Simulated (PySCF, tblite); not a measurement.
# C₉H₁₀: geometry, infrared bands and NMR shifts

Aim: predict the infrared bands and NMR shifts of C₉H₁₀ (`CC#C[C@@H]1C=C1C1CC1`).

The runs use tblite 0.8.0 and PySCF 2.14.0, with density-fitted response routines of our own; the level of theory stands in each step. All values are computed, except where a source is named. Atoms count from 0, in the outputs and in this text.

## (1) Starting geometry

19 atoms, charge 0, multiplicity 1; geometry from: force field or distance geometry start.

Bonds of the start (Å): C0–C1 1.49, C1–C2 1.20, C2–C3 1.47, C3–C4 1.47, C4–C5 1.34, C5–C6 1.49, C6–C7 1.52, C7–C8 1.49, C5–C3 1.49, C8–C6 1.51, C0–H9 1.11, C0–H10 1.11, C0–H11 1.12, C3–H12 1.14, C4–H13 1.09, C6–H14 1.11, C7–H15 1.12, C7–H16 1.11, C8–H17 1.10, C8–H18 1.11.

## (2) Optimising the geometry with GFN2-xTB

The job: settings as JSON, then the geometry in Å.

```
{"job": {"kind": "relax", "xc": "GFN2-xTB", "basis": "xTB"}, "charge": 0, "multiplicity": 1}
C      4.173600     0.688600    -0.031200
C      2.841400     0.016800    -0.052100
C      1.784600    -0.548600    -0.067900
C      0.472500    -1.204300    -0.107400
C     -0.246900    -1.223700    -1.383900
C     -0.728000    -0.385600    -0.449000
C     -1.758200     0.637900    -0.102700
C     -3.188000     0.191800    -0.333900
C     -2.696000     0.391500     1.057200
H      4.979700    -0.073800    -0.079500
H      4.293100     1.322300    -0.933400
H      4.226200     1.279900     0.917700
H      0.335200    -2.086000     0.600400
H     -0.355100    -1.601500    -2.404000
H     -1.458200     1.666400    -0.383000
H     -3.819900     0.968000    -0.839000
H     -3.326200    -0.850300    -0.698300
H     -2.397900    -0.440400     1.709500
H     -3.141800     1.260300     1.588100
```

Run with:

```console
> OMP_NUM_THREADS=1 python probes_run.py task.json out
```

One launch serves the whole session: the jobs run in the order shown.

**Question.** This job is followed by: GFN2-xTB harmonic vibrations, gas phase; GIAO PBE0/pcSseg-1 NMR shielding, non-relativistic, gas phase. Predict these results of the whole session: strongest single infrared mode (GFN2-xTB); zero-point energy (GFN2-xTB); ¹³C shifts against TMS (PBE0/pcSseg-1); ¹H shifts against TMS (PBE0/pcSseg-1, means over atoms taken as alike).

The runs gave:

```
                                                              quantity                                                     value
                             strongest single infrared mode (GFN2-xTB)                                      2939 cm⁻¹, 89 km/mol
                                          zero-point energy (GFN2-xTB)                                             96.5 kcal/mol
                                ¹³C shifts against TMS (PBE0/pcSseg-1)  137.4, 102.0, 92.6, 73.5, 14.8, 14.4, 10.9, 9.3, 4.8 ppm
¹H shifts against TMS (PBE0/pcSseg-1, means over atoms taken as alike)        6.26, 2.15, 1.99, 1.92, 1.12, 1.08, 0.81, 0.70 ppm
```

In words: The optimisation took 180 steps and gained 0.593 eV; among the close pairs (by a distance rule), C5–C6 changed most, from 1.493 to 1.443 Å. The lowest mode is slightly imaginary (8i cm⁻¹), a soft motion within the noise of the Hessian, so the minimum is not strictly shown. The strongest single mode, at 2939 cm⁻¹, moves mainly H12. GFN2-xTB is a fitted tight-binding method: band positions and strengths are rough. Its intensities can rank the bands wrongly. The most deshielded hydrogen is H13 (hydrogen on an alkene CH), at 6.26 ppm: a vinylic proton, deshielded by the sp2 carbon and the C=C anisotropy. At PBE0/pcSseg-1: The largest span, 267 ppm, is at C2, where the paramagnetic term is -165 ppm.
